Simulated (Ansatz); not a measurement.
**C2H2Cl2Si (SMILES C#C[SiH](Cl)Cl): BHLYP/def2-SVP**

Aim: the electronic atomisation energy of C2H2Cl2Si at BHLYP/def2-SVP, from 5 runs. 

The calculation is run with Ansatz 0.2.0.

63 further runs of the same task are left out: 1 that didn't finish, 62 set aside as unsound or not needed.

### 1 The molecule

C2H2Cl2Si: 7 atoms, total charge 0, spin state singlet. As SMILES, `C#C[SiH](Cl)Cl`. The shape is that of a PBE0-D4/def2-TZVP optimisation.

Bond lengths: C1–C2 1.205 Å, C2–Si3 1.807 Å, Si3–Cl4 2.037 Å, Si3–Cl5 2.037 Å, C1–H6 1.066 Å, Si3–H7 1.472 Å. Angles: C1–C2–Si3 179.1°, C2–Si3–Cl4 109.2°, C2–Si3–Cl5 109.2°, Cl4–Si3–Cl5 109.6°, C2–C1–H6 179.8°, C2–Si3–H7 111.4°, Cl4–Si3–H7 108.7°, Cl5–Si3–H7 108.7°.

### 2 The energy at BHLYP/def2-SVP

The input, job.yaml:

```yaml
basis:
  gaussian:
    orbitals: def2-SVP
crystal:
  periodic: [false, false, false]
  atoms:
    - symbol: C
      position_ang: [0.222100, -0.669300, 1.881600]
    - symbol: C
      position_ang: [0.127700, -0.285200, 0.743200]
    - symbol: Si
      position_ang: [0.012700, 0.282700, -0.968900]
    - symbol: Cl
      position_ang: [-1.510600, -0.698400, -1.899200]
    - symbol: Cl
      position_ang: [-0.353700, 2.286200, -0.986900]
    - symbol: H
      position_ang: [0.302500, -1.008200, 2.889500]
    - symbol: H
      position_ang: [1.260700, 0.024000, -1.705100]
accuracy: high
output:
  orbitals: {seedname: orbitals}
hamiltonian:
  xc: {name: BHLYP}
```

Launch:

```bash
$ ansatz run job.yaml --threads 1 --pin off --max-ram 3480MiB --events-out events.jsonl --progress --plain --runs-dir runs
```

The log of the run:

```text
Warning: RAYON_NUM_THREADS=1 ignored (pool sized by the plan → 1); use --threads N
Functional definition: BHLYP
  name "BHLYP"
  parameter a = 0.5
  exchange = (1 - a)*b88_x + a*exact_x
  correlation = lyp_c
1847 factors; integrals over basis functions are off by at most 4.0e-9 eV
mean field evaluation 1: about -35014.2857 eV, gradient 3.1e1 eV
mean field evaluation 2: about -35015.4248 eV, gradient 2.3e1 eV
mean field evaluation 4: about -35016.8371 eV, gradient 2.4e0 eV
mean field evaluation 8: about -35017.2545 eV, gradient 4.5e-1 eV
mean field evaluation 16: about -35017.2552 eV, gradient 4.3e-5 eV
mean field -35017.25523066 eV, -1286.8603941786 hartree, gradient 7.8e-8 eV, S^2 0.000000; 0 other end points of the search recorded, 0 dependent functions left out
reference -35017.25525657 eV, -1286.8603951309 hartree; 31, 31 occupied and 61, 61 virtual orbitals, 1847 factors
Total energy: -35017.25525657 eV, -1286.8603951309 hartree
```

It took 11 s on 1 thread of Arm Neoverse V2, shared host; peak memory 0.32 GiB.

### 3 The C atom, same level

The input, run.yaml:

```yaml
crystal:
  periodic: [false, false, false]
  atoms:
    - symbol: C
      position_ang: [0.000000, 0.000000, 0.000000]
basis:
  gaussian:
    orbitals: def2-SVP
magnetization:
  spin_polarized: true
  initial_magnetization: 2
hamiltonian:
  xc: {name: BHLYP}
accuracy: high
```

Launch:

```bash
$ ansatz run run.yaml --threads 1 --pin off --max-ram 3480MiB --events-out events.jsonl --progress --plain --runs-dir runs
```

The log of the run:

```text
Warning: RAYON_NUM_THREADS=1 ignored (pool sized by the plan → 1); use --threads N
[... 5 set-up lines as earlier in the session ...]
95 factors; integrals over basis functions are off by at most 1.9e-9 eV
mean field evaluation 1: about -1028.5613 eV, gradient 3.5e0 eV
mean field evaluation 2: about -1028.6405 eV, gradient 6.6e-1 eV
mean field evaluation 4: about -1028.6442 eV, gradient 3.3e-2 eV
mean field evaluation 8: about -1028.6442 eV, gradient 1.3e-4 eV
mean field -1028.64423170 eV, -37.8019782749 hartree, gradient 4.0e-8 eV, S^2 2.003442; 0 other end points of the search recorded, 0 dependent functions left out
reference -1028.64424547 eV, -37.8019787808 hartree; 4, 2 occupied and 10, 12 virtual orbitals, 95 factors
Total energy: -1028.64424547 eV, -37.8019787808 hartree
```

Run time: 0.26 s. Hardware: 1 thread of Arm Neoverse V2, shared host.

### 4 The Cl atom

The input, in.yaml:

```yaml
crystal:
  periodic: [false, false, false]
  atoms:
    - symbol: Cl
      position_ang: [0.000000, 0.000000, 0.000000]
basis:
  gaussian:
    orbitals: def2-SVP
magnetization:
  spin_polarized: true
  initial_magnetization: 1
hamiltonian:
  xc: {name: BHLYP}
accuracy: high
```

Run the same way, it converges to -459.99739 Eh (log not shown).

### 5 The H atom at the same level

The input, input.yaml:

```yaml
crystal:
  periodic: [false, false, false]
  atoms:
    - {symbol: H, position_ang: [0.000000, 0.000000, 0.000000]}
basis:
  gaussian: {orbitals: def2-SVP}
accuracy: high
hamiltonian: {xc: {name: BHLYP}}
magnetization: {spin_polarized: true, initial_magnetization: 1}
```

Run the same way, it converges to -0.49784 Eh (log not shown).

### 6 The Si atom at the same level

The input, run.yaml:

```yaml
crystal:
  periodic: [false, false, false]
  atoms:
    - {symbol: Si, position_ang: [0.000000, 0.000000, 0.000000]}
basis:
  gaussian:
    orbitals: def2-SVP
total_charge: 0
magnetization:
  spin_polarized: true
  initial_magnetization: 2
hamiltonian:
  xc: {name: BHLYP}
accuracy: high
```

Run the same way, it converges to -289.27962 Eh (log not shown).

### 7 Outcome

At BHLYP/def2-SVP:

```
                     quantity           value
       molecule: total energy  -1286.86040 Eh
        molecule: HOMO energy        -9.80 eV
        molecule: LUMO energy         0.47 eV
      molecule: HOMO–LUMO gap        10.26 eV
         C atom: total energy    -37.80198 Eh
                 C atom: ⟨S²⟩           2.003
        Cl atom: total energy   -459.99739 Eh
                Cl atom: ⟨S²⟩           0.753
         H atom: total energy     -0.49784 Eh
                 H atom: ⟨S²⟩           0.750
        Si atom: total energy   -289.27962 Eh
                Si atom: ⟨S²⟩           2.004
electronic atomisation energy       26.840 eV
```

In words: Taking the molecule apart into free atoms costs 26.84 eV (2590 kJ/mol), before zero-point energy and without spin-orbit coupling.
